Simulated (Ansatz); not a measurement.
# C5H5ClF4O3Ti: one species, many methods

The task here is to estimate one member of a computed series from the others.

Computed with Ansatz 0.2.0, Gaussian basis. Level: functionals in def2-TZVPP, the program's frozen cores in correlated methods.

The runs, in order: LDA (SPW92), PBE-D4, revPBE-D4, BLYP-D4, r2SCAN-D4, B97M-V, PBE0-D4, B3LYP-D4, r2SCANh-D4, r2SCAN0-D4, HSE06-D4, BHLYP-D4, CAM-B3LYP-D4, LC-ωPBE, ωB97X-V, ωB97M-V, B2PLYP, PBE-QIDH; CCSD(T)/def2-SVP; CCSD(T)/def2-TZVPP; MP2/def2-QZVPP; extrapolation to the limit; RPA on PBE.

### The geometry

An earlier PBE0-D4 in a triple-zeta def2 set relaxation fixed the geometry.

19 atoms, charge 0, spin multiplicity 1.

Atoms are counted from 1 here; the program's logs count them from 0.

Bond lengths: C1–C2 1.491 Å, C1–H15 1.088 Å, C1–H16 1.092 Å, C1–H17 1.093 Å, C2–C3 1.412 Å, C2–O14 1.255 Å, C3–C4 1.369 Å, C3–H18 1.078 Å, C4–C5 1.531 Å, C4–O9 1.272 Å, C5–F6 1.334 Å, C5–F7 1.331 Å, C5–F8 1.329 Å, O9–Ti10 1.962 Å, Ti10–O11 1.783 Å, Ti10–F12 1.753 Å, Ti10–Cl13 2.207 Å, Ti10–O14 2.074 Å and more. Angles: C2–C1–H15 112.4°, C2–C1–H16 109.3°, C2–C1–H17 108.6°, H15–C1–H16 109.7°, H15–C1–H17 109.6°, H16–C1–H17 107.0°, C1–C2–C3 120.5°, C1–C2–O14 117.3°, C3–C2–O14 122.2°, C2–C3–C4 119.8°, C2–C3–H18 120.2°, C4–C3–H18 120.0°, C3–C4–C5 120.3°, C3–C4–O9 126.9°, C5–C4–O9 112.9°, C4–C5–F6 112.0°, C4–C5–F7 110.0°, C4–C5–F8 110.2° and more.

The first run:

Input file in.yaml:

```yaml
crystal:
  periodic: [false, false, false]
  atoms:
    - {symbol: C, position_ang: [-1.794924, -0.889331, 1.882304]}
    - {symbol: C, position_ang: [-0.769495, -0.456032, 0.890005]}
    - {symbol: C, position_ang: [-0.993302, 0.675954, 0.076677]}
    - {symbol: C, position_ang: [-0.047533, 1.054938, -0.837980]}
    - {symbol: C, position_ang: [-0.302714, 2.249068, -1.762269]}
    - {symbol: F, position_ang: [-1.481585, 2.824120, -1.520291]}
    - {symbol: F, position_ang: [-0.290582, 1.851736, -3.032087]}
    - {symbol: F, position_ang: [0.645200, 3.166492, -1.599893]}
    - {symbol: O, position_ang: [1.083020, 0.508378, -1.037616]}
    - {symbol: Ti, position_ang: [2.081196, -0.958511, -0.200077]}
    - {symbol: O, position_ang: [1.890927, -2.704933, -0.505942]}
    - {symbol: F, position_ang: [3.357542, -0.658959, -1.364114]}
    - {symbol: Cl, position_ang: [3.084507, -0.480124, 1.706290]}
    - {symbol: O, position_ang: [0.280576, -1.138336, 0.813167]}
    - {symbol: H, position_ang: [-2.688673, -0.269293, 1.853827]}
    - {symbol: H, position_ang: [-2.062423, -1.931290, 1.693218]}
    - {symbol: H, position_ang: [-1.352803, -0.848482, 2.881100]}
    - {symbol: H, position_ang: [-1.914693, 1.229781, 0.159583]}
    - {symbol: H, position_ang: [1.233961, -3.229576, -0.039604]}
basis:
  gaussian: {orbitals: def2-TZVPP}
hamiltonian: {xc: lda}
output: {orbitals: {seedname: orbitals}}
```

Command:

```bash
$ ansatz run in.yaml --threads 11 --pin off --events-out ev --progress --plain --max-ram 174080MiB --backend cuda --devices 0, --max-vram 75GiB
```

Among the steps run: LDA; PBE-D4 (GGA); revPBE-D4 (GGA); BLYP-D4 (GGA); r2SCAN-D4 (meta-GGA); B97M-V (meta-GGA); B3LYP-D4 (hybrid); r2SCANh-D4 (hybrid); r2SCAN0-D4 (hybrid); HSE06-D4 (hybrid); BHLYP-D4 (hybrid); CAM-B3LYP-D4 (range-separated); LC-ωPBE (range-separated); ωB97X-V (range-separated); ωB97M-V (range-separated); B2PLYP (double hybrid); PBE-QIDH (double hybrid).

One of the session's tables, all rows but one given; the rest of the session is left out.

```
  functional  HOMO (eV)  LUMO (eV)  gap (eV)
 LDA (SPW92)      -7.34      -4.06      3.28
      PBE-D4      -7.10      -3.77      3.33
   revPBE-D4      -7.01      -3.66      3.35
     BLYP-D4      -6.96      -3.65      3.31
   r2SCAN-D4      -7.38      -3.72      3.66
      B97M-V      -7.39      -3.66      3.73
     PBE0-D4      -8.29      -2.99      5.29
    B3LYP-D4      -8.08      -3.21      4.87
  r2SCANh-D4      -7.82      -3.42      4.40
  r2SCAN0-D4      -8.48      -2.96      5.52
    HSE06-D4      -7.89      -3.37      4.52
    BHLYP-D4      -9.36      -2.04      7.31
CAM-B3LYP-D4      -9.57      -1.94      7.63
     LC-ωPBE     -10.81      -0.86      9.96
     ωB97X-V     -10.49      -0.87      9.62
     ωB97M-V          ?          ?         ?
```

Estimate the missing values for ωB97M-V.

As computed: HOMO (eV): -10.40; LUMO (eV): -0.91; gap (eV): 9.49. In the column «HOMO (eV)» it lies between ωB97X-V (-10.49) and CAM-B3LYP-D4 (-9.57).
